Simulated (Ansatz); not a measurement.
# CH3ClFInO: the cost of one run

Program: Ansatz 0.2.0, Gaussian basis. Level of theory: the settings change from run to run. These are calculated values, not measurements.

### 1 The molecule

The structure was relaxed beforehand with PBE0-D4 in a triple-zeta def2 set. In takes a core potential in def2 sets; no spin-orbit term is included.

SMILES `C[O][In]([F])[Cl]`, 8 atoms, charge 0, spin multiplicity 1.

Atoms are counted from 1 here; the program's logs count them from 0.

Bond lengths: C1–O2 1.414 Å, C1–H6 1.094 Å, C1–H7 1.096 Å, C1–H8 1.096 Å, O2–In3 1.955 Å, In3–F4 1.941 Å, In3–Cl5 2.283 Å. Angles: O2–C1–H6 107.7°, O2–C1–H7 111.2°, O2–C1–H8 113.5°, H6–C1–H7 108.2°, H6–C1–H8 108.1°, H7–C1–H8 108.1°, C1–O2–In3 121.4°, O2–In3–F4 115.3°, O2–In3–Cl5 126.0°, F4–In3–Cl5 118.7°.

Coordinates:

```xyz
8
CH3ClFInO
C    -0.5323   -0.3792    1.2174
O     0.1341    0.6865    0.5693
In    0.6361    0.5750   -1.3169
F     0.3211   -1.1445   -2.1592
Cl    1.5840    2.2442   -2.5537
H    -0.2970   -0.3190    2.2841
H    -1.6186   -0.2952    1.1015
H    -0.2274   -1.3679    0.8575
```

### 2 wB97M-V/def2-SVP

Set apart from the defaults: density fitting with def2-universal-jkfit.

in.yaml reads:

```yaml
crystal:
  periodic: [false, false, false]
  atoms:
    - {symbol: C, position_ang: [-0.532272, -0.379153, 1.217436]}
    - {symbol: O, position_ang: [0.134123, 0.686478, 0.569258]}
    - {symbol: In, position_ang: [0.636138, 0.575038, -1.316882]}
    - {symbol: F, position_ang: [0.321051, -1.144495, -2.159218]}
    - {symbol: Cl, position_ang: [1.583977, 2.244214, -2.553708]}
    - {symbol: H, position_ang: [-0.296978, -0.318987, 2.284100]}
    - {symbol: H, position_ang: [-1.618612, -0.295192, 1.101482]}
    - {symbol: H, position_ang: [-0.227406, -1.367913, 0.857532]}
basis:
  gaussian: {orbitals: def2-SVP, fitting: {mean_field: def2-universal-jkfit}}
hamiltonian: {xc: {name: wB97M-V}}
output: {forces: true}
```

Started as:

```sh
> ansatz run in.yaml --threads 4 --pin off --events-out ev --progress --plain --max-ram 10444MiB
```

**Question.** How long does this run take on 4 threads of Arm Neoverse V1, shared host, and how much memory does it need?

About 4.1 s, with a peak of 0.42 GiB.
